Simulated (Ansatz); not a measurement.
# In3As: the cost of one run

Computed with Ansatz 0.2.0 (DFT PBE+D3(BJ), scalar-relativistic, plane waves, PAW, unless a step's input says otherwise).

### 1 The starting structure

It takes space group Pm-3m (No. 221, cubic). Conventional cell: a = 4.602 Å, b = 4.602 Å, c = 4.602 Å, α = 90.00°, β = 90.00°, γ = 90.00°. In (site symmetry 4/mmm) has 8 In at 3.25 Å and 4 As at 3.25 Å as nearest neighbours. Around As (site symmetry m-3m) lie 12 In at 3.25 Å.

Coordinates:

```
CELL_PARAMETERS angstrom
4.60214 0.00000 0.00000
0.00000 4.60214 0.00000
0.00000 0.00000 4.60214
ATOMIC_POSITIONS crystal
In 0.00000 0.50000 0.50000
In 0.50000 0.00000 0.50000
In 0.50000 0.50000 0.00000
As 0.00000 0.00000 0.00000
```

It goes back to an entry of the Materials Project.

This cell was relaxed beforehand with the same method: volume 24.37 Å³/atom, gap on the mesh none (metal).

### 2 The reference cell

Reference values: F = -21650.7890 eV; pressure 0.00 GPa; largest force 0.000 eV/Å; gap on the mesh none (metal). It was computed beforehand with the settings of the runs below.

### 3 Next: energy and stress against strain

The cell is strained by ε times the Voigt pattern (0, 1, 0, 0, 0, 0) (xx, yy, zz, yz, xz, xy; engineering shear), with fractional coordinates fixed (clamped ions). The stress on the pattern is the sum of the stress components weighted by it, tension positive.

### 4 Point ε = -0.0400

Input file input.yaml:

```yaml
crystal:
  lattice:
    - [4.6021353856, 0.0, 0.0]
    - [0.0, 4.4180499702, 0.0]
    - [0.0, 0.0, 4.6021353856]
  atoms:
    - { symbol: In, position: [0.0, 0.5, 0.5] }
    - { symbol: In, position: [0.5, 0.0, 0.5] }
    - { symbol: In, position: [0.5, 0.5, 0.0] }
    - { symbol: As, position: [0.0, 0.0, 0.0] }
basis:
  ecutwfc: 420
kpoints:
  mp_grid: { grid: [10, 10, 10] }
hamiltonian:
  xc: pbe
  dispersion: d3bj
scf:
  occupations: { method: gaussian, width: 0.15 }
output:
  forces: true
  stress: true
  eigenvalues: true
```

The run is started by

```bash
$ ansatz run input.yaml --threads 1 --pin off --max-ram 2560MiB --backend cpu --events-out ev --progress --plain --runs-dir out
```

Q: Estimate wall time and peak memory on 1 thread of Intel Xeon 6975P-C (Granite Rapids), shared host.

About 12 s, with a peak of 0.6 GiB.
